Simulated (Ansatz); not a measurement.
# CH₆BNS: ionisation energy by level of theory

Aim: the vertical ionisation energy of CH₆BNS, as cation minus neutral at the neutral's geometry, on several levels, and how well −ε(HOMO) stands in for it.

The runs use Ansatz 0.2.0, Gaussian basis; unrestricted cation, the program's frozen cores in correlated methods.

The runs, in order: UKS PBE-D4/def2-TZVPP; UKS r2SCAN-D4/def2-TZVPP; UKS PBE0-D4/def2-TZVPP; UKS B3LYP-D4/def2-TZVPP; UKS wB97X-V/def2-TZVPP; UKS wB97M-V/def2-TZVPP; UKS B2PLYP/def2-TZVPP; UHF-CCSD(T)/def2-TZVPP; UHF-MP2/def2-QZVPP; extrapolation to the limit; then −ε(HOMO) from the neutral's earlier runs with LDA (SPW92), PBE-D4, revPBE-D4, BLYP-D4, r2SCAN-D4, B97M-V, PBE0-D4, B3LYP-D4, r2SCANh-D4, r2SCAN0-D4, HSE06-D4, BHLYP-D4, CAM-B3LYP-D4, LC-ωPBE, ωB97X-V, ωB97M-V.

### Step 1. The geometry

An earlier PBE0-D4 in a triple-zeta def2 set relaxation fixed the geometry.

SMILES `CB(N)S`, 10 atoms, charge 0, spin multiplicity 1.

Atoms are counted from 1 here; the program's logs count them from 0.

Bond lengths: C1–B2 1.572 Å, C1–H5 1.094 Å, C1–H6 1.093 Å, C1–H7 1.094 Å, B2–N3 1.397 Å, B2–S4 1.828 Å, N3–H8 1.005 Å, N3–H9 1.005 Å, S4–H10 1.343 Å. Angles: B2–C1–H5 111.1°, B2–C1–H6 112.6°, B2–C1–H7 111.0°, H5–C1–H6 107.8°, H5–C1–H7 106.3°, H6–C1–H7 107.8°, C1–B2–N3 121.6°, C1–B2–S4 116.8°, N3–B2–S4 121.6°, B2–N3–H8 124.6°, B2–N3–H9 121.6°, H8–N3–H9 113.8°, B2–S4–H10 98.6°.

### Step 2. Cation, UKS PBE-D4/def2-TZVPP

Contents of in.yaml:

```yaml
crystal:
  periodic: [false, false, false]
  atoms:
    - {symbol: C, position_ang: [-1.111521, 0.588583, -0.593041]}
    - {symbol: B, position_ang: [0.212974, -0.098442, -0.096665]}
    - {symbol: N, position_ang: [0.460317, -0.315613, 1.261012]}
    - {symbol: S, position_ang: [1.412984, -0.599801, -1.381883]}
    - {symbol: H, position_ang: [-0.893555, 1.492913, -1.168768]}
    - {symbol: H, position_ang: [-1.774123, 0.868219, 0.230088]}
    - {symbol: H, position_ang: [-1.669941, -0.074056, -1.260923]}
    - {symbol: H, position_ang: [1.288588, -0.750550, 1.626973]}
    - {symbol: H, position_ang: [-0.199061, -0.039587, 1.968013]}
    - {symbol: H, position_ang: [2.356437, -1.122967, -0.581806]}
basis:
  gaussian: {orbitals: def2-TZVPP}
total_charge: 1
magnetization: {spin_polarized: true, initial_magnetization: 1}
hamiltonian: {xc: pbe, dispersion: d4}
```

Launch:

```bash
> ansatz run in.yaml --threads 2 --pin off --events-out ev --progress --plain --max-ram 32768MiB --backend cpu
```

Further steps of the session: Cation, UKS r2SCAN-D4/def2-TZVPP; Cation, UKS PBE0-D4/def2-TZVPP; Cation, UKS B3LYP-D4/def2-TZVPP; Cation, UKS wB97X-V/def2-TZVPP; Cation, UKS wB97M-V/def2-TZVPP; Cation, UKS B2PLYP (frozen core)/def2-TZVPP; Cation, UHF-CCSD(T)/def2-TZVPP; Cation, UHF-MP2/def2-QZVPP.

Before running them: what should the planned runs give, taken together? Wanted: ionisation energy, CCSD(T)/CBS; nearest functional by difference; nearest −ε(HOMO); −ε(HOMO) of PBE; T1 of the cation.

As calculated:

| quantity | value |
| --- | --- |
| ionisation energy, CCSD(T)/CBS | 9.59 eV |
| nearest functional by difference | ωB97X-V (-0.12 eV) |
| nearest −ε(HOMO) | ωB97X-V (-0.16 eV) |
| −ε(HOMO) of PBE | 5.83 eV |
| T1 of the cation | 0.028 |

**Reading.** Energy differences with functionals land within 0.48 eV of the reference. The PBE orbital energy is 3.8 eV too small: a semilocal HOMO is no ionisation energy. Among orbital estimates ωB97X-V comes nearest. Hartree-Fock falls 1.11 eV short, as the neutral has more correlation energy than the cation.
